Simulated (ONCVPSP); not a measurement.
# Chromium: generating and testing an ONCV potential

Aim: build the potential from the settings below, then test how well it stands in for the atom: other configurations, scattering, ghost states and the plane-wave cutoff that it needs.

The numbers are computed with ONCVPSP 4.0.1 (PBE, scalar-relativistic, spin-unpolarised reference atom).

## Step 1: Starting point

The settings as typed:

| Quantity | Value |
| --- | --- |
| element | chromium (Cr, Z = 24) |
| type | optimised norm-conserving Vanderbilt (ONCV) |
| frozen core | [Ne] 3s2 |
| valence charge | 12 |
| reference configuration | 3p6 3d5 4s1 |
| partial waves | 4s: rc 3.05 bohr, ncon 5, nbas 8, qcut 2 1/bohr, 3 projectors, debl 3 Ha; 3p: rc 0.90 bohr, ncon 3, nbas 6, qcut 9.4 1/bohr, 2 projectors, debl 3.2 Ha; 3d: rc 1.80 bohr, ncon 4, nbas 8, qcut 8.9 1/bohr, 3 projectors, debl 2.3 Ha |
| local potential | polynomial inside 0.85 bohr (lpopt 4, dvloc0 0 Ha) |
| core correction | polynomial model core, fcfact 0.55 |

The nodes and maxima of the atom's own shells, from an earlier all-electron run, set the scale for the radii.

All-electron outer shells of the reference configuration (PBE, scalar-relativistic, ld1.x):

```tsv
shell	level (eV)	outermost node (bohr)	outermost maximum (bohr)
3s	-73.99	0.36	0.78
3p	-45.44	0.33	0.80
4s	-4.01	1.12	2.74
3d	-2.91	–	0.84
4p	-0.99	1.25	3.94
```

## Step 2: Generating the potential

File Cr.dat:

```
# ATOM AND REFERENCE CONFIGURATION
# atsym  z   nc   nv     iexc    psfile
  Cr 24.00    4    3        4      upf
#
#   n    l    f
    1    0    2.00
    2    0    2.00
    2    1    6.00
    3    0    2.00
    3    1    6.00
    3    2    5.00
    4    0    1.00
#
# PSEUDOPOTENTIAL AND OPTIMIZATION
# lmax
    2
#
#   l,   rc,      ep,       ncon, nbas, qcut
    0    3.05    0.00    5    8    2.00
    1    0.90    0.00    3    6    9.40
    2    1.80    0.00    4    8    8.90
#
# LOCAL POTENTIAL
# lloc, lpopt,  rc(5),   dvloc0
    4    4    0.85    0.00
#
# VANDERBILT-KLEINMAN-BYLANDER PROJECTORs
# l, nproj, debl
    0    3    3.00
    1    2    3.20
    2    3    2.30
#
# MODEL CORE CHARGE
# icmod, fcfact, rcfact
    1    0.55    0.00
#
# LOG DERIVATIVE ANALYSIS
# epsh1, epsh2, depsh
   -3.00    5.00    0.02
#
# OUTPUT GRID
# rlmax, drl
    6.00    0.01
#
# TEST CONFIGURATIONS
# ncnf
    4
# nvcnf
#   n    l    f
    3
    3    1    6.00
    3    2    5.00
    4    0    0.00
#
    3
    3    1    6.00
    3    2    4.00
    4    0    0.00
#
    3
    3    1    6.00
    3    2    3.00
    4    0    0.00
#
    3
    3    1    6.00
    3    2    2.00
    4    0    0.00
#
```

Run with:

```sh
$ oncvpsp.x < Cr.dat > Cr.out
```

Q: Predict the outcome of this session. Wanted: cutoffs for 1 and 0.1 mHa per electron, occupied waves; bound ghosts; GHOST(+) flags; largest test error; largest phase difference near zero energy, channels read; rms error of d²Exc/dn², without and with the model core.

As calculated:

| quantity | value |
| --- | --- |
| cutoffs for 1 and 0.1 mHa per electron, occupied waves | 35 Ha and 119 Ha |
| bound ghosts | none found |
| GHOST(+) flags | s at 55 eV |
| largest test error (AE − PS) | -4.5 meV, for 3p6 3d5 4s0 (2 tests unsolved) |
| largest phase difference near zero energy, channels read | 0.001 rad |
| rms error of d²Exc/dn², without and with the model core | 3.42 and 0.55 mHa |

The worst unpolarised test, 3p6 3d5 4s0, is off by 4.5 meV on 6.9 eV; by total energies transferability rates as very good where solved. Of the tests 2 gave no usable energy difference, which is a warning in itself. The potential is of middling hardness: the looser tolerance needs 35 Ha. The tighter tolerance needs 119 Ha, and converged work needs a cutoff nearer that. At the looser tolerance the 3p wave is the slowest; 3d needs 30 Ha. The program's ghost test flags no bound state. Near zero energy the phases of the channels with partial waves agree within 0.001 rad. The program also flags highly localised states, GHOST(+) (s). These are tests on the free atom; a crystal test is still owed.
